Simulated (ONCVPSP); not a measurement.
**Pseudopotential generation for germanium: ONCV, LDA (Perdew-Wang 92)**

Do these settings give a usable potential? It is generated, then checked for transferability, scattering, ghosts and hardness.

The numbers are computed with ONCVPSP 4.0.1.1 (patched build) (LDA (Perdew-Wang 92), scalar-relativistic, spin-unpolarised reference atom).

**1. The atom and the settings**

Typed settings, in words:

| Property | Result |
| --- | --- |
| element | germanium (Ge, Z = 32) |
| type | optimised norm-conserving Vanderbilt (ONCV) |
| frozen core | [Ne] |
| valence charge | 22 |
| reference configuration | 3s2 3p6 3d10 4s2 (charge +2) |
| partial waves | 3s+4s: rc 1.15 bohr, ncon 4, nbas 7, qcut 13.3 1/bohr, 2 projectors; 3p: rc 0.70 bohr, ncon 4, nbas 7, qcut 11 1/bohr, 2 projectors, debl 1 Ha; 3d: rc 0.70 bohr, ncon 4, nbas 9, qcut 26.5 1/bohr, local |
| local potential | the d channel |
| core correction | not asked for |

The outer shells as boxes (Hund's rule for the drawing; the calculation is spin-unpolarised):

```
[Ne] core
3s [↑↓]
3p [↑↓][↑↓][↑↓]
3d [↑↓][↑↓][↑↓][↑↓][↑↓]
4s [↑↓]
```

The nodes and maxima of the atom's own shells, from an earlier all-electron run, set the scale for the radii.

All-electron outer shells of the reference configuration (LDA (PZ), scalar-relativistic, ld1.x):

```json
{"shell": "2p", "level (eV)": "-1218.20", "outermost node (bohr)": "–", "outermost maximum (bohr)": "0.14"}
{"shell": "3s", "level (eV)": "-187.80", "outermost node (bohr)": "0.26", "outermost maximum (bohr)": "0.54"}
{"shell": "3p", "level (eV)": "-135.45", "outermost node (bohr)": "0.23", "outermost maximum (bohr)": "0.54"}
{"shell": "3d", "level (eV)": "-49.54", "outermost node (bohr)": "–", "outermost maximum (bohr)": "0.50"}
{"shell": "4s", "level (eV)": "-29.63", "outermost node (bohr)": "0.77", "outermost maximum (bohr)": "1.66"}
{"shell": "4p", "level (eV)": "-20.12", "outermost node (bohr)": "0.82", "outermost maximum (bohr)": "1.96"}
```

**2. Generating the potential**

The input, Ge.dat:

```
# ATOM AND REFERENCE CONFIGURATION
# atsym  z   nc   nv     iexc    psfile
  Ge 32.00    3    4  -001012      upf
#
#   n    l    f
    1    0    2.00
    2    0    2.00
    2    1    6.00
    3    0    2.00
    3    1    6.00
    3    2   10.00
    4    0    2.00
#
# PSEUDOPOTENTIAL AND OPTIMIZATION
# lmax
    2
#
#   l,   rc,      ep,       ncon, nbas, qcut
    0    1.15    0.00    4    7   13.30
    1    0.70    0.00    4    7   11.00
    2    0.70    0.00    4    9   26.50
#
# LOCAL POTENTIAL
# lloc, lpopt,  rc(5),   dvloc0
    2    5    0.70    0.00
#
# VANDERBILT-KLEINMAN-BYLANDER PROJECTORs
# l, nproj, debl
    0    2    2.70
    1    2    1.00
    2    0    2.70
#
# MODEL CORE CHARGE
# icmod, fcfact, rcfact
    0    0.00    0.00
#
# LOG DERIVATIVE ANALYSIS
# epsh1, epsh2, depsh
   -8.00    5.00    0.04
#
# OUTPUT GRID
# rlmax, drl
    6.00    0.01
#
# TEST CONFIGURATIONS
# ncnf
    4
# nvcnf
#   n    l    f
    5
    3    0    2.00
    3    1    6.00
    3    2   10.00
    4    0    2.00
    4    1    2.00
#
    5
    3    0    2.00
    3    1    6.00
    3    2   10.00
    4    0    2.00
    4    1    1.00
#
    4
    3    0    2.00
    3    1    6.00
    3    2   10.00
    4    0    1.00
#
    5
    3    0    2.00
    3    1    5.00
    3    2   10.00
    4    0    2.00
    4    1    2.00
#
```

Launch:

```console
$ oncvpsp.x < Ge.dat > Ge.out
```

Q: Predict the outcome of this session. Wanted: cutoffs for 1 and 0.1 mHa per electron, occupied waves; bound ghosts; GHOST(+) flags; largest test error; largest phase difference near zero energy, channels read; projector energies reset by the program.

As calculated:

| quantity | value |
| --- | --- |
| cutoffs for 1 and 0.1 mHa per electron, occupied waves | 230 Ha and 273 Ha |
| bound ghosts | none found |
| GHOST(+) flags | s at 115 eV |
| largest test error (AE − PS) | -20 meV, for 3s2 3p5 3d10 4s2 4p2 |
| largest phase difference near zero energy, channels read | 0.002 rad |
| projector energies reset by the program | p: -4.978, 0.250 Ha |

**Reading.** The worst unpolarised test, 3s2 3p5 3d10 4s2 4p2, is off by 20 meV on 102.1 eV; by total energies transferability rates as good. The potential is very hard: the looser tolerance needs 230 Ha. At the looser tolerance the 3d wave is the slowest; 3p needs 76 Ha. The program's ghost test flags no bound state. Near zero energy the phases of the channels with partial waves agree within 0.002 rad. The program also flags highly localised states, GHOST(+) (s).
